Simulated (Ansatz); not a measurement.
# S (bcc type): how the settings move a single-point run

How sensitive is a single-point run of S (bcc type) to its settings? A reference run comes first, then one run with altered input.

Computed with Ansatz 0.2.0 (reference: DFT, LDA, PAW with other files of Ansatz's library (core large), scalar-relativistic, unless a step's input says otherwise).

## Step 1: The starting structure

It takes space group Im-3m (No. 229, cubic). The conventional cell has a = 2.599 Å, b = 2.599 Å, c = 2.599 Å, α = 90.00°, β = 90.00°, γ = 90.00°. Around S (site symmetry m-3m) lie 8 S at 2.25 Å.

As a file:

```
CELL_PARAMETERS angstrom
-1.29972 1.29972 1.29972
1.29972 -1.29972 1.29972
1.29972 1.29972 -1.29972
ATOMIC_POSITIONS crystal
S 0.00000 0.00000 0.00000
```

## Step 2: Baseline

input.yaml reads:

```yaml
crystal:
  lattice:
    - [-1.2997173388, 1.2997173388, 1.2997173388]
    - [1.2997173388, -1.2997173388, 1.2997173388]
    - [1.2997173388, 1.2997173388, -1.2997173388]
  atoms:
    - { symbol: S, position: [0.0, 0.0, 0.0] }
kpoints:
  mp_grid: { grid: [16, 16, 16] }
scf:
  occupations: { method: fermi_dirac, width: 0.08 }
hamiltonian:
  xc: lda
  pseudopotentials: { kind: paw, core: large }
output:
  forces: true
  stress: true
  eigenvalues: true
  write_density: true
  write_potential: true
  elf: true
  volumetric_format: npy
```

On the command line:

```console
> ansatz run input.yaml --threads 1 --pin off --max-ram 2048MiB --backend cpu --events-out ev --progress --plain --runs-dir out
```

## Step 3: Variant: occupations.method cold, occupations.width 0.15, dr2_threshold 1.0e-11

Changes to input.yaml since step 2:

```diff
@@ -10,3 +10,4 @@
 scf:
-  occupations: { method: fermi_dirac, width: 0.08 }
+  occupations: { method: cold, width: 0.15 }
+  convergence: { dr2_threshold: 1.0e-11 }
 hamiltonian:
```

Q: Predict the outcome of this session. Wanted: for each run, ending; energy change; pressure; gap; force.

As calculated:

```
                                                                      run     ending        energy change  pressure (GPa)  gap (eV)  force (eV/Å)  cycles   time
                                                                reference  converged                    0           144.1      0.00          0.00       6  1.3 s
1: occupations.method cold, occupations.width 0.15, dr2_threshold 1.0e-11  converged  -0.2 meV/atom (σ→0)           144.1      0.00          0.00       6  1.4 s
```

Residual by cycle in the longest SCF loop of each run; runs are numbered as in the table. The quantity is the density residual dr2, in eV.

```
cycle  reference    run 1
    1    0.00422  0.00407
    2    0.00102   9.9e-4
    3     2.9e-6   2.9e-6
    4     1.2e-7   1.3e-7
    5     1.4e-9   1.1e-9
    6    8.9e-12  8.7e-12
```

What this shows: Changing the smearing and convergence setting hardly moves the energy: -0.2 meV/atom. Semilocal functionals close small gaps, so the missing gap need not be the real solid's. The structure is not at rest: the sound run finds 144 GPa, so these are no properties of the relaxed crystal. 
